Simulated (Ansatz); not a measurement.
# CH₄Cl₃HfN: small, medium and large basis sets

An exercise on one series of results from a longer session: the logs are not shown, and one member is left open.

Method: one geometry, several basis sets; program: Ansatz 0.2.0, Gaussian basis.

Plan: PBE0-D4/def2-SVP; ωB97M-V/def2-SVP; PBE0-D4/def2-QZVPP; ωB97M-V/def2-QZVPP; the functionals' def2-TZVPP values are taken from earlier runs.

## The geometry

An earlier PBE0-D4 in a triple-zeta def2 set relaxation fixed the geometry. Hf takes the def2 core potential; no spin-orbit term is included.

SMILES `C[NH][Hf]([Cl])([Cl])[Cl]`, 10 atoms, charge 0, spin multiplicity 1.

Atoms are counted from 1 here; the program's logs count them from 0.

Bond lengths: C1–N2 1.452 Å, C1–H7 1.094 Å, C1–H8 1.094 Å, C1–H9 1.095 Å, N2–Hf3 1.987 Å, N2–H10 1.012 Å, Hf3–Cl4 2.345 Å, Hf3–Cl5 2.338 Å, Hf3–Cl6 2.346 Å. Angles: N2–C1–H7 111.7°, N2–C1–H8 110.2°, N2–C1–H9 111.7°, H7–C1–H8 107.1°, H7–C1–H9 108.7°, H8–C1–H9 107.1°, C1–N2–Hf3 125.5°, C1–N2–H10 112.3°, Hf3–N2–H10 122.2°, N2–Hf3–Cl4 107.1°, N2–Hf3–Cl5 106.6°, N2–Hf3–Cl6 107.1°, Cl4–Hf3–Cl5 113.5°, Cl4–Hf3–Cl6 108.7°, Cl5–Hf3–Cl6 113.5°.

The first run:

Contents of in.yaml:

```yaml
crystal:
  periodic: [false, false, false]
  atoms:
    - {symbol: C, position_ang: [0.279250, -1.215122, 0.913818]}
    - {symbol: N, position_ang: [0.659298, -0.294639, -0.143213]}
    - {symbol: Hf, position_ang: [-0.445020, 1.215627, -0.812167]}
    - {symbol: Cl, position_ang: [-2.474048, 0.307167, -1.559837]}
    - {symbol: Cl, position_ang: [0.792253, 2.249906, -2.504888]}
    - {symbol: Cl, position_ang: [-0.876950, 2.617165, 1.018330]}
    - {symbol: H, position_ang: [0.229200, -2.247379, 0.553483]}
    - {symbol: H, position_ang: [-0.712384, -0.959761, 1.298303]}
    - {symbol: H, position_ang: [0.973688, -1.170842, 1.758690]}
    - {symbol: H, position_ang: [1.574703, -0.502131, -0.522509]}
basis:
  gaussian: {orbitals: def2-SVP}
hamiltonian: {xc: pbe0, dispersion: d4}
output: {orbitals: {seedname: orbitals}}
```

Run with:

```sh
ansatz run in.yaml --threads 4 --pin off --events-out ev --progress --plain --max-ram 11315MiB
```

Steps of the session up to this table: PBE0-D4 in def2-SVP; ωB97M-V in def2-SVP; PBE0-D4 in def2-QZVPP; ωB97M-V in def2-QZVPP.

One of the session's tables, all rows but one given; the rest of the session is left out.

It belongs to the step «Density functionals: the series». 

| functional | basis | HOMO (eV) |
| --- | --- | --- |
| PBE0-D4 | def2-SVP | -7.71 |
| PBE0-D4 | def2-TZVPP | -7.70 |
| PBE0-D4 | def2-QZVPP | -7.72 |
| ωB97M-V | def2-SVP | -9.96 |
| ωB97M-V | def2-TZVPP | -9.97 |
| ωB97M-V | def2-QZVPP | ? |

**Question.** Estimate the row for ωB97M-V, def2-QZVPP.

**Answer.** HOMO (eV): -10.00. In the column «HOMO (eV)» it is the lowest.
